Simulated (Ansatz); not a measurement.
# Ba2RuN2: the cost of one run

Code: Ansatz 0.2.0. PAW datasets, plane waves. No spin polarisation and no zero-point or thermal motion.

### 1 The system as given

The unstrained cell was relaxed with r2SCAN; in each strained cell the atoms were relaxed again with r2SCAN. Names of k-points are those of the unstrained zone, where strain can split equivalent points. First state: +5.2 % shear in the xy plane.

Space group Fmmm (No. 69), orthorhombic; conventional cell a = 5.740 Å, b = 6.047 Å, c = 13.076 Å, 22.69 Å³ an atom. Ba has 5 N at 2.87–3.02 Å; Ru has 2 N at 1.81 Å; N has 1 Ru at 1.81 Å.

As a file:

```
Ba Ru N
1.0
    -2.02941    2.02941    6.53783
     2.02941   -2.02941    6.53783
     2.13797    2.13797   -6.53783
Ba Ru N
2 1 2
Cartesian
  0.0000 0.0000 1.8161
  0.0000 0.0000 11.2596
  0.0000 0.0000 6.5378
  0.0000 0.0000 8.3456
  0.0000 0.0000 4.7301
```

From earlier runs on the unstrained cell: PBE -0.04 eV, r2SCAN 0.07 eV, HSE06 0.29 eV; a = 4.167 Å, c = 13.076 Å.

### 2 +5.2 % shear in the xy plane: PBE

Input file input.yaml:

```yaml
crystal:
  lattice:
    - [-2.029406922, 2.029406922, 6.5378294921]
    - [2.029406922, -2.029406922, 6.5378294921]
    - [2.137967013, 2.137967013, -6.5378294921]
  atoms:
    - { symbol: Ba, position: [0.1388900952, 0.1388900952, 0.0] }
    - { symbol: Ba, position: [0.8611099048, 0.8611099048, 0.0] }
    - { symbol: Ru, position: [0.5, 0.5, 0.0] }
    - { symbol: "N", position: [0.6382534879, 0.6382534879, 0.0] }
    - { symbol: "N", position: [0.3617465121, 0.3617465121, 0.0] }
kpoints:
  mp_grid: { grid: [8, 8, 8] }
  band_path:
    path:
      - [0.0, 0.0, 0.0]
      - [0.0, 0.0, 0.5]
      - [0.25, 0.25, 0.25]
      - [0.0, 0.5, 0.0]
      - [0.5, 0.5, -0.5]
      - [0.2753943897, 0.7246056103, -0.2753943897]
      - [-0.2753943897, 0.2753943897, 0.2753943897]
      - [-0.0507887794, 0.0507887794, 0.5]
      - [0.5, 0.5, -0.0507887794]
      - [0.341146, 0.341146, 0.158854]
      - [0.180257, 0.221924, 0.29891]
    npoints: 1
hamiltonian:
  xc: pbe
scf:
  occupations: { method: fermi_dirac, width: 0.02 }
  n_extra_bands: 5
output:
  forces: true
  stress: true
  eigenvalues: true
```

Started as:

```sh
$ ansatz run input.yaml --threads 4 --pin off --max-ram 4608MiB --backend cpu --events-out ev --progress --plain --runs-dir out
```

**Question.** How long does this run take on 4 threads of Arm Neoverse V1, shared host, and how much memory does it need?

About 6.3 s, with a peak of 0.57 GiB.
